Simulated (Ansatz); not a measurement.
Runs of Ansatz 0.2.0 on Y3Ge. The structure is tetragonal, space group I4/mmm (No. 139). Conventional cell: a = 4.531 Å, b = 4.531 Å, c = 10.394 Å, α = 90.00°, β = 90.00°, γ = 90.00°. Y (site symmetry 4/mmm) has 4 Ge at 3.20 Å and 8 Y at 3.45 Å as nearest neighbours. Around Y (site symmetry -4m2) lie 8 Y at 3.20 to 3.45 Å and 4 Ge at 3.45 Å. Ge (site symmetry 4/mmm) has 12 Y at 3.20 to 3.45 Å as nearest neighbours. The cell comes from a database or a generator and needn't be the stable form of this composition.

```csv
level,cutoff (eV),gap on the mesh (eV),pressure (GPa)
r2SCAN,500,none,-0.4
LDA,420,none,-4.7
revPBE,420,none,1.1
RPBE,420,none,(a)
PBEsol,420,none,(b)
BLYP,420,none,2.1
```

Alike in all rows: task band structure; potentials or basis Ansatz PAW; no spin polarisation; cell as given; k mesh 5 × 5 × 5; smearing fermi-dirac 0.05 eV; the mesh is coarse, so values aren't converged.

Q: Fill in the values left out.

A: (a) 1.6; (b) -2.7.

Caveats: all runs use coarse meshes; the PAW data sets come from PBE, with cores solved anew for the run's functional, which leaves a small shift of forces and pressure.

A k mesh can miss the band edges, and the runs leave out spin-orbit coupling on Ge, Y.

A gap of «none» marks a metal or a gap under the smearing width.

Runs at the PBE level aren't shown here.
